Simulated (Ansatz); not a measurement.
# H₄NSSb: basis-set convergence

Aim: see how fast density functionals converge with the basis set for H₄NSSb.

Program: Ansatz 0.2.0, Gaussian basis. Level of theory: one geometry, several basis sets. These are calculated values, not measurements.

The runs, in order: PBE0-D4/def2-SVP; ωB97M-V/def2-SVP; PBE0-D4/def2-QZVPP; ωB97M-V/def2-QZVPP; the functionals' def2-TZVPP values are taken from earlier runs.

### 1 The relaxed structure

All runs share one geometry, relaxed beforehand with PBE0-D4 in a triple-zeta def2 set. Sb takes the def2 core potential; no spin-orbit term is included.

SMILES `[NH2][SbH][SH]`, 7 atoms, charge 0, spin multiplicity 1.

Atoms are counted from 1 here; the program's logs count them from 0.

Bond lengths: N1–Sb2 2.021 Å, N1–H4 1.011 Å, N1–H5 1.010 Å, Sb2–S3 2.423 Å, Sb2–H6 1.718 Å, S3–H7 1.343 Å. Angles: Sb2–N1–H4 113.7°, Sb2–N1–H5 116.8°, H4–N1–H5 109.9°, N1–Sb2–S3 98.3°, N1–Sb2–H6 97.8°, S3–Sb2–H6 87.9°, Sb2–S3–H7 94.1°.

### 2 PBE0-D4 in def2-SVP

Contents of in.yaml:

```yaml
crystal:
  periodic: [false, false, false]
  atoms:
    - {symbol: N, position_ang: [-1.025777, 0.064787, -0.845121]}
    - {symbol: Sb, position_ang: [0.880526, 0.491353, -0.325887]}
    - {symbol: S, position_ang: [1.081798, -1.032436, 1.547828]}
    - {symbol: H, position_ang: [-1.248010, 0.297875, -1.803066]}
    - {symbol: H, position_ang: [-1.752174, 0.403755, -0.230565]}
    - {symbol: H, position_ang: [0.540544, 1.738150, 0.806164]}
    - {symbol: H, position_ang: [1.584293, -2.031584, 0.804846]}
basis:
  gaussian: {orbitals: def2-SVP}
hamiltonian: {xc: pbe0, dispersion: d4}
output: {orbitals: {seedname: orbitals}}
```

Started as:

```console
> ansatz run in.yaml --threads 2 --pin off --events-out ev --progress --plain --max-ram 4352MiB
```

Further steps of the session: ωB97M-V in def2-SVP; PBE0-D4 in def2-QZVPP; ωB97M-V in def2-QZVPP.

Before running them: what should the planned runs give, taken together? Wanted: PBE0-D4: double and triple zeta above quadruple; ωB97M-V: double and triple zeta above quadruple.

The runs gave:

```
                                       quantity          value
PBE0-D4: double and triple zeta above quadruple  6.66, 0.51 eV
ωB97M-V: double and triple zeta above quadruple  6.74, 0.49 eV
```

In words: For PBE0-D4 the step from double to triple zeta gains 6.15 eV and the next only 0.51 eV. Total energies overstate the basis error of differences, where much of it tends to cancel. The LUMO of ωB97M-V is positive and keeps falling with the basis (1.33 to 0.68 eV): an unbound level that the basis holds in place.
